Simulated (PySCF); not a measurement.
# SiSe (SMILES [Si][Se]) at 6 levels

Aim: a comparison of 6 runs (HF/3-21G, M06-2X/aug-cc-pVTZ, SVWN5/aug-cc-pVTZ, r2SCAN/aug-cc-pVTZ, revPBE/aug-cc-pVTZ, wB97X/aug-cc-pVTZ) of SiSe. 

The calculation is run with PySCF 2.14.0.

3 further runs of the same task are left out: 3 set aside as unsound or not needed.

## (1) The molecule

SiSe: 2 atoms, total charge 0, spin state singlet. As SMILES, `[Si][Se]`. The shape comes from GFN2-xTB, which is rough for such elements, and wasn't checked as a minimum.

Bond lengths: Si1–Se2 2.125 Å.

## (2) The energy at HF/3-21G (run 1)

mol.xyz reads:

```xyz
2
SeSi
Si     0.000000     0.000000     0.000000
Se     0.000000     0.000000     2.124530
```

run.py reads:

```python
# SiSe
from pyscf import gto, scf

molecule = gto.M(
    atom='mol.xyz',
    verbose=4,
    basis='3-21g',
    max_memory=1860,
    charge=0,
)

hf = scf.RHF(molecule)
hf.conv_tol = 1e-10
hf.kernel()
if not hf.converged:
    hf = hf.newton().run(hf.mo_coeff, hf.mo_occ)

etot = hf.e_tot
print('E = %.10f Eh' % etot)
```

On the command line:

```sh
$ OMP_NUM_THREADS=1 python run.py
```

What it wrote:

```text
PySCF version 2.14.0

[INPUT] num. atoms = 2
[INPUT] num. electrons = 48
[INPUT] charge = 0
[INPUT] spin (= nelec alpha-beta = 2S) = 0
[INPUT] symmetry False subgroup None
[INPUT] Mole.unit = angstrom
[INPUT] Symbol           X                Y                Z      unit          X                Y                Z       unit  Magmom
[INPUT]  1 Si     0.000000000000   0.000000000000   0.000000000000 AA    0.000000000000   0.000000000000   0.000000000000 Bohr   0.0
[INPUT]  2 Se     0.000000000000   0.000000000000   2.124530000000 AA    0.000000000000   0.000000000000   4.014779843422 Bohr   0.0

nuclear repulsion = 118.561918352727
number of shells = 17
number of NR pGTOs = 81
number of NR cGTOs = 35
basis = 3-21g
ecp = {}

******** <class 'pyscf.scf.hf.RHF'> ********
method = RHF
initial guess = minao
damping factor = 0
level_shift factor = 0
DIIS = <class 'pyscf.scf.diis.CDIIS'>
diis_start_cycle = 1
diis_space = 8
diis_damp = 0
SCF conv_tol = 1e-10
SCF conv_tol_grad = None
SCF max_cycles = 50
direct_scf = True
direct_scf_tol = 1e-13
Set gradient conv threshold to 1e-05
Initial guess from minao.
init E= -2673.23463080708
  HOMO = -0.285393699572775  LUMO = -0.0506376702940096  gap/eV = 6.38804
cycle= 1 E= -2675.79721543266  delta_E= -2.56  |g|= 0.422  |ddm|= 1.66
  HOMO = -0.303164711343773  LUMO = -0.0199769020229486  gap/eV = 7.70593
cycle= 2 E= -2675.79232178306  delta_E= 0.00489  |g|= 0.478  |ddm|= 1.35
  HOMO = -0.353268738546988  LUMO = 0.00342103789736354  gap/eV = 9.70602
cycle= 3 E= -2675.88750100675  delta_E= -0.0952  |g|= 0.0155  |ddm|= 0.678
  HOMO = -0.361350837631464  LUMO = 0.00802612919460088  gap/eV = 10.05126
cycle= 4 E= -2675.88769303775  delta_E= -0.000192  |g|= 0.00411  |ddm|= 0.0509
  HOMO = -0.360974267127465  LUMO = 0.00806040553309625  gap/eV = 10.04194
cycle= 5 E= -2675.88771098342  delta_E= -1.79e-05  |g|= 0.0015  |ddm|= 0.016
  HOMO = -0.360835338748075  LUMO = 0.007721799284592  gap/eV = 10.02895
cycle= 6 E= -2675.88771320461  delta_E= -2.22e-06  |g|= 0.000516  |ddm|= 0.0052
  HOMO = -0.360784304459148  LUMO = 0.00777901266904592  gap/eV = 10.02912
cycle= 7 E= -2675.88771361696  delta_E= -4.12e-07  |g|= 5.99e-05  |ddm|= 0.00334
  HOMO = -0.360787698815457  LUMO = 0.0077748408359932  gap/eV = 10.02910
cycle= 8 E= -2675.88771362304  delta_E= -6.08e-09  |g|= 8.18e-06  |ddm|= 0.00048
  HOMO = -0.36078709115173  LUMO = 0.00777427556032547  gap/eV = 10.02907
cycle= 9 E= -2675.8877136231  delta_E= -6.28e-11  |g|= 7.91e-07  |ddm|= 6.11e-05
  HOMO = -0.360787006940834  LUMO = 0.00777409236333947  gap/eV = 10.02906
Extra cycle  E= -2675.88771362311  delta_E= -3.64e-12  |g|= 2.9e-07  |ddm|= 3.56e-06
converged SCF energy = -2675.88771362311
E = -2675.8877136231 Eh
```

Wall time 1 s (1 thread of Intel Xeon at 2.70GHz, shared host); peak memory 0.1 GiB.

## (3) A single-point energy at M06-2X/aug-cc-pVTZ (run 2)

input.xyz reads:

```xyz
2

Si     0.000000     0.000000     0.000000
Se     0.000000     0.000000     2.124530
```

input.py reads:

```python
from pyscf import gto, dft

mol = gto.Mole()
mol.atom = 'input.xyz'
mol.basis = 'aug-cc-pvtz'
mol.spin = 0
mol.verbose = 4
mol.max_memory = 1860
mol.charge = 0
mol.build()

myscf = dft.RKS(mol)
myscf.xc = 'm06-2x'
myscf.grids.level = 5
myscf.conv_tol = 1e-10
myscf.kernel()
if not myscf.converged:
    myscf = myscf.newton().run(myscf.mo_coeff, myscf.mo_occ)

energy = myscf.e_tot
print('E = %.10f Eh' % energy)
```

On the command line:

```sh
$ OMP_NUM_THREADS=1 python input.py
```

What it wrote:

```text
PySCF version 2.14.0

[INPUT] num. atoms = 2
[INPUT] num. electrons = 48
[INPUT] charge = 0
[INPUT] spin (= nelec alpha-beta = 2S) = 0
[INPUT] symmetry False subgroup None
[INPUT] Mole.unit = angstrom
[INPUT] Symbol           X                Y                Z      unit          X                Y                Z       unit  Magmom
[INPUT]  1 Si     0.000000000000   0.000000000000   0.000000000000 AA    0.000000000000   0.000000000000   0.000000000000 Bohr   0.0
[INPUT]  2 Se     0.000000000000   0.000000000000   2.124530000000 AA    0.000000000000   0.000000000000   4.014779843422 Bohr   0.0

nuclear repulsion = 118.561918352727
number of shells = 27
number of NR pGTOs = 202
number of NR cGTOs = 109
basis = aug-cc-pvtz
ecp = {}

[... 52 lines left out ...]
converged SCF energy = -2691.11834754712
E = -2691.1183475471 Eh
```

Wall time 22 s (1 thread of Intel Xeon at 2.70GHz, shared host); peak memory 0.58 GiB.

## (4) A single-point energy at SVWN5/aug-cc-pVTZ (run 3)

input.py reads:

```python
from pyscf import gto, dft

molecule = gto.M(
    atom='''
Si     0.000000     0.000000     0.000000
Se     0.000000     0.000000     4.014780
''',
    basis='aug-cc-pvtz',
    max_memory=1860,
    verbose=3,
    charge=0,
    unit='bohr',
)

mf = dft.RKS(molecule, xc='svwn')
mf.grids.level = 5
mf.conv_tol = 1e-10
mf.kernel()
if not mf.converged:
    mf = mf.newton().run(mf.mo_coeff, mf.mo_occ)

e_final = mf.e_tot
print(f'total energy: {e_final:.8f} hartree')
```

On the command line:

```sh
$ OMP_NUM_THREADS=1 python input.py
```

What it wrote:

```text
converged SCF energy = -2686.55987368027
total energy: -2686.55987368 hartree
```

Wall time 7.8 s (1 thread of Intel Xeon at 2.70GHz, shared host); peak memory 0.37 GiB.

Runs 4 to 5 aren't shown in full; the table further down has their settings and results.

## (5) A single-point energy at wB97X/aug-cc-pVTZ (run 6)

start.xyz reads:

```xyz
2
SeSi
Si     0.000000     0.000000     0.000000
Se     0.000000     0.000000     2.124530
```

calc.py reads:

```python
from pyscf import gto, dft

mol = gto.M(
    atom='start.xyz',
    verbose=4,
    max_memory=1860,
    charge=0,
    basis='aug-cc-pvtz',
)

myscf = dft.RKS(mol, xc='wb97x')
myscf.grids.level = 5
myscf.conv_tol = 1e-10
myscf.kernel()
if not myscf.converged:
    myscf = myscf.newton().run(myscf.mo_coeff, myscf.mo_occ)

etot = myscf.e_tot
print('Final energy', etot)
```

On the command line:

```sh
$ OMP_NUM_THREADS=1 python calc.py
```

What it wrote:

```text
PySCF version 2.14.0

[INPUT] num. atoms = 2
[INPUT] num. electrons = 48
[INPUT] charge = 0
[INPUT] spin (= nelec alpha-beta = 2S) = 0
[INPUT] symmetry False subgroup None
[INPUT] Mole.unit = angstrom
[INPUT] Symbol           X                Y                Z      unit          X                Y                Z       unit  Magmom
[INPUT]  1 Si     0.000000000000   0.000000000000   0.000000000000 AA    0.000000000000   0.000000000000   0.000000000000 Bohr   0.0
[INPUT]  2 Se     0.000000000000   0.000000000000   2.124530000000 AA    0.000000000000   0.000000000000   4.014779843422 Bohr   0.0

nuclear repulsion = 118.561918352727
number of shells = 27
number of NR pGTOs = 202
number of NR cGTOs = 109
basis = aug-cc-pvtz
ecp = {}

[... 52 lines left out ...]
converged SCF energy = -2691.12776037768
Final energy -2691.127760377684
```

Run time: 43 s. Hardware: 1 thread of Intel Xeon at 2.70GHz, shared host; peak memory 0.54 GiB.

## (6) All runs side by side

| run | level | integration grid | energy (Eh) | dipole moment (D) | HOMO energy (eV) | LUMO energy (eV) | wall time |
| --- | --- | --- | --- | --- | --- | --- | --- |
| 1 | HF/3-21G | – | -2675.887714 | 2.29 | -9.82 | 0.21 | 1 s |
| 2 | M06-2X/aug-cc-pVTZ | 5 | -2691.118348 | 1.97 | -8.66 | -1.88 | 22 s |
| 3 | SVWN5/aug-cc-pVTZ | 5 | -2686.559874 | 1.44 | -6.88 | -3.50 | 7.8 s |
| 4 | r2SCAN/aug-cc-pVTZ | 5 | -2691.071045 | 1.46 | -7.01 | -3.29 | 23 s |
| 5 | revPBE/aug-cc-pVTZ | 5 | -2690.857598 | 1.34 | -6.70 | -3.31 | 17 s |
| 6 | wB97X/aug-cc-pVTZ | 5 | -2691.127760 | 1.84 | -9.80 | -0.67 | 43 s |

## (7) Outcome

| quantity | value |
| --- | --- |
| run 6: total energy | -2691.12776 Eh |
| run 6: dipole moment | 1.84 D |
| run 6: HOMO energy | -9.80 eV |
| run 6: LUMO energy | -0.67 eV |
| run 6: HOMO–LUMO gap | 9.13 eV |

The dipole moment (its size) runs from 1.34 D (revPBE/aug-cc-pVTZ) to 2.29 D (HF/3-21G). The two ends differ in method and basis. The HOMO–LUMO gap runs from 3.39 eV (SVWN5/aug-cc-pVTZ) to 10.03 eV (HF/3-21G). Totals of different functionals can't be ranked against each other. All runs together took 1.9 min, the longest 43 s.
